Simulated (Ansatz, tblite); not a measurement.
**The cluster Nb4N4: a ladder of methods and basis sets**

One table from this session's results is given with a row withheld; the runs are named, their logs left out.

Computed with Ansatz 0.2.0, Gaussian basis. Level: as each input shows.

Levels to be run: GFN1-xTB, GFN2-xTB, PBE-D4/def2-TZVP, r2SCAN-D4/def2-TZVP, B2PLYP/def2-TZVP, LDA/def2-TZVP, PBE+10HF/def2-SVP, PBE+15HF/def2-SVP, PBE+40HF/def2-SVP, PBE-D4/def2-SVP, PBE0-D4/def2-SVP, PBE0-D4/def2-TZVPD, PBE-D4/def2-TZVPD, r2SCAN-D4/def2-TZVPD, MP2/def2-TZVP, RPA/def2-TZVP.

5 further runs of the same task are left out: 5 set aside as unsound or not needed.

### The relaxed structure

The singlet was relaxed beforehand with r2SCAN-D4/def2-SVP. At that level it is the lowest of the isomers that a small search found.

8 atoms, charge 0, spin multiplicity 1.

Bond lengths: Nb1–N5 1.928 Å, Nb1–N8 1.821 Å, Nb2–Nb3 2.512 Å, Nb2–N5 2.184 Å, Nb2–N7 2.199 Å, Nb3–N6 1.892 Å, Nb3–N8 1.946 Å, Nb4–N6 1.863 Å, Nb4–N7 1.959 Å, N5–N7 1.300 Å. Angles: N5–Nb1–N8 106.7°, Nb3–Nb2–N5 92.7°, Nb3–Nb2–N7 93.2°, N5–Nb2–N7 34.5°, Nb2–Nb3–N6 95.6°, Nb2–Nb3–N8 94.7°, N6–Nb3–N8 111.3°, N6–Nb4–N7 115.9°, Nb1–N5–Nb2 79.0°, Nb1–N5–N7 138.3°, Nb2–N5–N7 73.4°, Nb3–N6–Nb4 99.7°, Nb2–N7–Nb4 75.2°, Nb2–N7–N5 72.1°, Nb4–N7–N5 134.8°, Nb1–N8–Nb3 100.7°.

Nb takes a core potential in the def2 sets. No spin-orbit coupling is included.

PBE0-D4/def2-TZVP was run before; its log isn't repeated, and its numbers join the tables.

The first run:

Tight binding, by tblite at 300 K electronic temperature and without a spin-polarisation term:

```python
tblite.interface.Calculator('GFN1-xTB', numbers, positions, charge=0, uhf=0).singlepoint()
```

Tight binding, by tblite at 300 K electronic temperature and without a spin-polarisation term:

```python
tblite.interface.Calculator('GFN2-xTB', numbers, positions, charge=0, uhf=0).singlepoint()
```

start.molden holds the orbitals of an earlier run on this state, given as this run's starting guess.

Contents of in.yaml:

```yaml
crystal:
  periodic: [false, false, false]
  atoms:
    - {symbol: Nb, position_ang: [-2.084186, 0.319397, 0.136942]}
    - {symbol: Nb, position_ang: [0.205833, 1.241161, 1.022029]}
    - {symbol: Nb, position_ang: [0.273354, 0.869103, -1.461183]}
    - {symbol: Nb, position_ang: [1.943104, -0.516710, 0.417733]}
    - {symbol: N, position_ang: [-0.920818, -0.596804, 1.371459]}
    - {symbol: N, position_ang: [1.696163, -0.378112, -1.423327]}
    - {symbol: N, position_ang: [0.337837, -0.907982, 1.470579]}
    - {symbol: N, position_ang: [-1.451277, -0.030064, -1.534233]}
basis:
  gaussian: {orbitals: def2-TZVP, initial_orbitals: start.molden}
hamiltonian: {xc: pbe, dispersion: d4}
scf: {omitted_lower_state_checks: [starts]}
output: {forces: true, orbitals: {seedname: orbitals}}
```

Started as:

```console
> ansatz run in.yaml --threads 4 --pin off --events-out ev --progress --plain --max-ram 4787MiB
```

Steps of the session up to this table: PBE-D4/def2-TZVP; r2SCAN-D4/def2-TZVP; B2PLYP/def2-TZVP; LDA/def2-TZVP; PBE+10HF/def2-SVP; PBE+15HF/def2-SVP; PBE+40HF/def2-SVP; PBE-D4/def2-SVP; PBE0-D4/def2-SVP; PBE0-D4/def2-TZVPD; PBE-D4/def2-TZVPD; r2SCAN-D4/def2-TZVPD; MP2/def2-TZVP; RPA/def2-TZVP.

One of the session's tables, all rows but one given; the rest of the session is left out.

| level | HOMO (eV) | LUMO (eV) | gap (eV) |
| --- | --- | --- | --- |
| LDA/def2-TZVP | -3.47 | -3.48 | -0.01 |
| PBE-D4/def2-SVP | -3.27 | -3.26 | 0.01 |
| PBE-D4/def2-TZVP | -3.24 | -3.22 | 0.02 |
| PBE-D4/def2-TZVPD | -3.24 | -3.22 | 0.02 |
| r2SCAN-D4/def2-TZVP | ? | ? | ? |
| r2SCAN-D4/def2-TZVPD | -3.22 | -3.08 | 0.14 |
| PBE0-D4/def2-SVP | -3.74 | -2.57 | 1.17 |
| PBE0-D4/def2-TZVP | -3.70 | -2.51 | 1.19 |
| PBE0-D4/def2-TZVPD | -3.70 | -2.50 | 1.20 |
| PBE+10HF/def2-SVP | -3.45 | -3.00 | 0.45 |
| PBE+15HF/def2-SVP | -3.55 | -2.87 | 0.68 |
| PBE+40HF/def2-SVP | -4.08 | -2.10 | 1.98 |

Estimate the missing values for r2SCAN-D4/def2-TZVP.

As computed: HOMO (eV): -3.22; LUMO (eV): -3.09; gap (eV): 0.14.

Caveats from the session: † marks a level with a doubtful state (flagged, unstable or spin-contaminated). LDA leaves an empty level below a filled one, so this occupation isn't an aufbau state there; left out of the range.
